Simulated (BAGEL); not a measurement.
# HF/3-21G (density fitting with qzvpp-jkfit) run of AlHOF2 (SMILES [OH][Al]([F])[F])

What is the vertical electron affinity of AlHOF2 at HF/3-21G (density fitting with qzvpp-jkfit)? 

The results are computed with BAGEL 1.2.2.

**1. The structure to begin with**

AlHOF2: 5 atoms, total charge 0, spin state singlet. SMILES: `[OH][Al]([F])[F]`. The coordinates come from a PBE0-D4/def2-TZVP relaxation.

Bond lengths: O1–Al2 1.674 Å, Al2–F3 1.633 Å, Al2–F4 1.638 Å, O1–H5 0.955 Å. Angles: O1–Al2–F3 119.1°, O1–Al2–F4 122.4°, F3–Al2–F4 118.6°, Al2–O1–H5 123.7°.

**2. A single-point energy at HF/3-21G (density fitting with qzvpp-jkfit)**

The input, input.json:

```json
{ "bagel" : [

{
  "title" : "molecule",
  "basis" : "3-21g",
  "df_basis" : "qzvpp-jkfit",
  "angstrom" : true,
  "geometry" : [
    { "atom" : "O", "xyz" : [    0.004500,    1.227000,    0.002400 ] },
    { "atom" : "Al", "xyz" : [    0.185700,   -0.435200,    0.092100 ] },
    { "atom" : "F", "xyz" : [    1.487400,   -1.050600,    0.862600 ] },
    { "atom" : "F", "xyz" : [   -0.897900,   -1.471800,   -0.566700 ] },
    { "atom" : "H", "xyz" : [   -0.729900,    1.657100,   -0.431800 ] }
  ]
},
{
  "title" : "hf"
},
{
  "title" : "print",
  "file" : "orbitals.molden",
  "orbitals" : true
}

]}
```

Launch:

```console
$ BAGEL_NUM_THREADS=1 BAGEL input.json > input.out
```

The log of the run:

```text
* using 1 threads per process

  ===============================================================
  ===============================================================

  *** Geometry ***

  { "atom" : "O", "xyz" : [      0.008504,      2.318694,      0.004535 ] },
  { "atom" : "Al", "xyz" : [      0.350922,     -0.822409,      0.174044 ] },
  { "atom" : "F", "xyz" : [      2.810779,     -1.985346,      1.630078 ] },
  { "atom" : "F", "xyz" : [     -1.696785,     -2.781299,     -1.070908 ] },
  { "atom" : "H", "xyz" : [     -1.379311,      3.131465,     -0.815984 ] },

  Number of auxiliary basis functions:      377

  Since a DF basis is specified, we compute 2- and 3-index integrals:
    o Being stored without compression. Storage requirement is 0.005 GB

  Number of basis functions:       42
  Number of electrons      :       40

    * METHOD: MOLECULE                             0.08

  *** RHF ***

  === Nuclear Repulsion ===
   160.4774987673

      * DIIS with orbital gradients will be used.

  === RHF iteration (3-21g) ===
      0       -513.39336461          0.04384271           0.01
      1       -513.56544320          0.02453454           0.01
      2       -513.63280751          0.00101170           0.01
      3       -513.63306451          0.00035043           0.01
      4       -513.63308424          0.00010685           0.01
      5       -513.63308791          0.00002297           0.01
      6       -513.63308817          0.00000504           0.01
      7       -513.63308818          0.00000148           0.01
      8       -513.63308819          0.00000052           0.01
      9       -513.63308819          0.00000014           0.01
     10       -513.63308819          0.00000005           0.01
     11       -513.63308819          0.00000002           0.01
     12       -513.63308819          0.00000001           0.01
    * SCF iteration converged.

    * Permanent dipole moment:
           (    0.700304,    -0.526154,     0.412524) a.u.

    * METHOD: HF                                   0.23

    * METHOD: PRINT                                0.00

  ===============================================================
```

Run time: 0.46 s. Hardware: 1 thread of Arm Neoverse V2, shared host.

**3. The doublet anion**

The input, job.json:

```json
{ "bagel" : [

{
  "title" : "molecule",
  "basis" : "3-21g",
  "df_basis" : "qzvpp-jkfit",
  "angstrom" : "true",
  "geometry" : [
    { "atom" : "O", "xyz" : [    0.004500,    1.227000,    0.002400 ] },
    { "atom" : "Al", "xyz" : [    0.185700,   -0.435200,    0.092100 ] },
    { "atom" : "F", "xyz" : [    1.487400,   -1.050600,    0.862600 ] },
    { "atom" : "F", "xyz" : [   -0.897900,   -1.471800,   -0.566700 ] },
    { "atom" : "H", "xyz" : [   -0.729900,    1.657100,   -0.431800 ] }
  ]
},
{
  "title" : "uhf",
  "charge" : -1,
  "nopen" : 1
},
{
  "title" : "print",
  "file" : "orbitals.molden",
  "orbitals" : "true"
}

]}
```

Launch:

```console
$ BAGEL_NUM_THREADS=1 BAGEL job.json > job.out
```

The log of the run:

```text
* using 1 threads per process

  ===============================================================
  ===============================================================

  *** Geometry ***

  { "atom" : "O", "xyz" : [      0.008504,      2.318694,      0.004535 ] },
  { "atom" : "Al", "xyz" : [      0.350922,     -0.822409,      0.174044 ] },
  { "atom" : "F", "xyz" : [      2.810779,     -1.985346,      1.630078 ] },
  { "atom" : "F", "xyz" : [     -1.696785,     -2.781299,     -1.070908 ] },
  { "atom" : "H", "xyz" : [     -1.379311,      3.131465,     -0.815984 ] },

  Number of auxiliary basis functions:      377

  Since a DF basis is specified, we compute 2- and 3-index integrals:
    o Being stored without compression. Storage requirement is 0.005 GB

  Number of basis functions:       42
  Number of electrons      :       40

    * METHOD: MOLECULE                             0.08

  *** Open-shell HF ***

  === Nuclear Repulsion ===
   160.4774987673

      * DIIS with orbital gradients will be used.

  === UHF iteration (3-21g) ===
      0       -513.24982585          0.09291931           0.03
      1       -513.46007792          0.05308388           0.03
      2       -513.51833803          0.02982017           0.03
      3       -513.54461403          0.00085227           0.03
      4       -513.54481076          0.00045467           0.03
      5       -513.54487297          0.00013275           0.03
      6       -513.54488829          0.00005087           0.03
      7       -513.54489081          0.00001591           0.03
      8       -513.54489099          0.00000688           0.03
      9       -513.54489101          0.00000328           0.03
     10       -513.54489102          0.00000120           0.03
     11       -513.54489102          0.00000080           0.03
     12       -513.54489102          0.00000048           0.03
     13       -513.54489102          0.00000036           0.03
     14       -513.54489102          0.00000031           0.03
     15       -513.54489102          0.00000029           0.03
     16       -513.54489102          0.00000026           0.03
     17       -513.54489102          0.00000020           0.03
     18       -513.54489102          0.00000013           0.03
     19       -513.54489102          0.00000005           0.03
     20       -513.54489102          0.00000002           0.03
     21       -513.54489102          0.00000001           0.03
    * SCF iteration converged.

    * S^2 (UHF) is 0.7548

    * Permanent dipole moment:
           (    0.299157,    -0.294462,     0.179340) a.u.

    * METHOD: UHF                                  0.69

    * METHOD: PRINT                                0.00

  ===============================================================
```

It took 0.92 s on 1 thread of Arm Neoverse V2, shared host.

**4. What came out**

At HF/3-21G (density fitting with qzvpp-jkfit):

```
                                         quantity          value
                     singlet AlHOF2: total energy  -513.63309 Eh
                    singlet AlHOF2: dipole moment         2.46 D
                      singlet AlHOF2: HOMO energy      -13.71 eV
                      singlet AlHOF2: LUMO energy        2.57 eV
                    singlet AlHOF2: HOMO–LUMO gap       16.28 eV
                      doublet anion: total energy  -513.54489 Eh
                              doublet anion: ⟨S²⟩          0.755
vertical electron affinity (to the doublet anion)      -2.400 eV
```

The anion lies 2.40 eV (55 kcal/mol) above the neutral: the electron isn't bound at this level, and such a value depends on the basis. Without diffuse functions anions come out too high. Hartree–Fock misses the correlation that binds many anions.
